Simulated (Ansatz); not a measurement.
**C7H15HfNOSi: up Jacob's ladder to CCSD(T)**

An exercise on one series of results from a longer session: the logs are not shown, and one member is left open.

Computed with Ansatz 0.2.0, Gaussian basis. Level: functionals in def2-TZVPP, the program's frozen cores in correlated methods.

The runs, in order: LDA (SPW92), PBE-D4, revPBE-D4, BLYP-D4, r2SCAN-D4, B97M-V, PBE0-D4, B3LYP-D4, r2SCANh-D4, r2SCAN0-D4, HSE06-D4, BHLYP-D4, CAM-B3LYP-D4, LC-ωPBE, ωB97X-V, ωB97M-V, B2PLYP, PBE-QIDH; CCSD(T)/def2-SVP; CCSD(T)/def2-TZVPP; MP2/def2-QZVPP; extrapolation to the limit; RPA on PBE.

**The relaxed structure**

An earlier PBE0-D4 in a triple-zeta def2 set relaxation fixed the geometry. Hf takes the def2 core potential; no spin-orbit term is included.

SMILES `C[O][Hf]1234([CH3])([NH2])[C@@H]5[C@H]1[C@H]2[C@@]3([SiH3])[C@@H]54`, 26 atoms, charge 0, spin multiplicity 1.

Atoms are counted from 1 here; the program's logs count them from 0.

Bond lengths: C1–O2 1.386 Å, C1–H12 1.096 Å, C1–H13 1.096 Å, C1–H14 1.096 Å, O2–Hf3 1.917 Å, Hf3–C4 2.248 Å, Hf3–N5 2.044 Å, Hf3–C6 2.585 Å, Hf3–C7 2.566 Å, Hf3–C8 2.509 Å, Hf3–C9 2.505 Å, Hf3–C11 2.541 Å, C4–H15 1.097 Å, C4–H16 1.095 Å, C4–H17 1.096 Å, N5–H18 1.012 Å, N5–H19 1.008 Å, C6–C7 1.411 Å and more. Angles: O2–C1–H12 111.0°, O2–C1–H13 110.6°, O2–C1–H14 110.5°, H12–C1–H13 108.2°, H12–C1–H14 108.2°, H13–C1–H14 108.2°, C1–O2–Hf3 170.9°, O2–Hf3–C4 100.8°, O2–Hf3–N5 106.8°, O2–Hf3–C6 150.5°, O2–Hf3–C7 125.7°, O2–Hf3–C8 98.2°, O2–Hf3–C9 99.0°, O2–Hf3–C11 128.4°, C4–Hf3–N5 103.9°, C4–Hf3–C6 96.1°, C4–Hf3–C7 127.9°, C4–Hf3–C8 132.7° and more.

Set-up of the first run:

File in.yaml:

```yaml
crystal:
  periodic: [false, false, false]
  atoms:
    - {symbol: C, position_ang: [-0.452423, 1.952472, -2.483116]}
    - {symbol: O, position_ang: [-0.667633, 0.903031, -1.603366]}
    - {symbol: Hf, position_ang: [-0.681426, -0.497101, -0.294758]}
    - {symbol: C, position_ang: [-2.186190, 0.308727, 1.168740]}
    - {symbol: N, position_ang: [-1.631799, -2.092645, -1.147594]}
    - {symbol: C, position_ang: [0.559765, -2.010895, 1.393077]}
    - {symbol: C, position_ang: [1.239724, -2.135104, 0.163443]}
    - {symbol: C, position_ang: [1.793953, -0.880357, -0.153327]}
    - {symbol: C, position_ang: [1.464158, 0.040940, 0.880524]}
    - {symbol: Si, position_ang: [1.978203, 1.821836, 0.960597]}
    - {symbol: C, position_ang: [0.694291, -0.681356, 1.833209]}
    - {symbol: H, position_ang: [0.584788, 2.303189, -2.430678]}
    - {symbol: H, position_ang: [-0.657000, 1.640604, -3.513450]}
    - {symbol: H, position_ang: [-1.110191, 2.795122, -2.243245]}
    - {symbol: H, position_ang: [-3.105868, 0.555253, 0.623394]}
    - {symbol: H, position_ang: [-2.459431, -0.399537, 1.957560]}
    - {symbol: H, position_ang: [-1.844076, 1.229206, 1.656471]}
    - {symbol: H, position_ang: [-2.301773, -1.981220, -1.897210]}
    - {symbol: H, position_ang: [-1.539124, -3.076886, -0.949049]}
    - {symbol: H, position_ang: [0.008308, -2.792174, 1.896876]}
    - {symbol: H, position_ang: [1.305341, -3.026749, -0.442519]}
    - {symbol: H, position_ang: [2.365412, -0.647783, -1.041530]}
    - {symbol: H, position_ang: [0.844412, 2.678956, 1.396915]}
    - {symbol: H, position_ang: [3.099161, 2.012538, 1.919599]}
    - {symbol: H, position_ang: [2.430849, 2.252897, -0.388346]}
    - {symbol: H, position_ang: [0.268578, -0.272955, 2.737772]}
basis:
  gaussian: {orbitals: def2-TZVPP}
hamiltonian: {xc: lda}
output: {orbitals: {seedname: orbitals}}
```

On the command line:

```bash
$ ansatz run in.yaml --threads 4 --pin off --events-out ev --progress --plain --max-ram 66560MiB --backend cuda --devices 0, --max-vram 37GiB
```

Steps of the session up to this table: LDA; PBE-D4 (GGA); revPBE-D4 (GGA); BLYP-D4 (GGA); r2SCAN-D4 (meta-GGA); B97M-V (meta-GGA); B3LYP-D4 (hybrid); r2SCANh-D4 (hybrid); r2SCAN0-D4 (hybrid); HSE06-D4 (hybrid); BHLYP-D4 (hybrid); CAM-B3LYP-D4 (range-separated); LC-ωPBE (range-separated); ωB97X-V (range-separated); ωB97M-V (range-separated); B2PLYP (double hybrid); PBE-QIDH (double hybrid).

One of the session's tables, all rows but one given; the rest of the session is left out.

It belongs to the step «Frontier levels by functional». 

```
  functional  HOMO (eV)  gap (eV)
 LDA (SPW92)      -5.73      4.33
      PBE-D4          ?         ?
   revPBE-D4      -5.50      4.41
     BLYP-D4      -5.43      4.41
   r2SCAN-D4      -5.83      4.81
      B97M-V      -5.90      4.83
     PBE0-D4      -6.85      6.51
    B3LYP-D4      -6.62      6.11
  r2SCANh-D4      -6.31      5.60
  r2SCAN0-D4      -7.03      6.79
    HSE06-D4      -6.44      5.74
    BHLYP-D4      -7.98      8.65
CAM-B3LYP-D4      -8.23      9.00
     LC-ωPBE      -9.60     11.40
     ωB97X-V      -9.25     10.99
     ωB97M-V      -9.15     10.42
```

Q: Estimate the row for PBE-D4 from the others.

The run gave: HOMO (eV): -5.57; gap (eV): 4.39. In the column «HOMO (eV)» it lies between LDA (SPW92) (-5.73) and revPBE-D4 (-5.50).
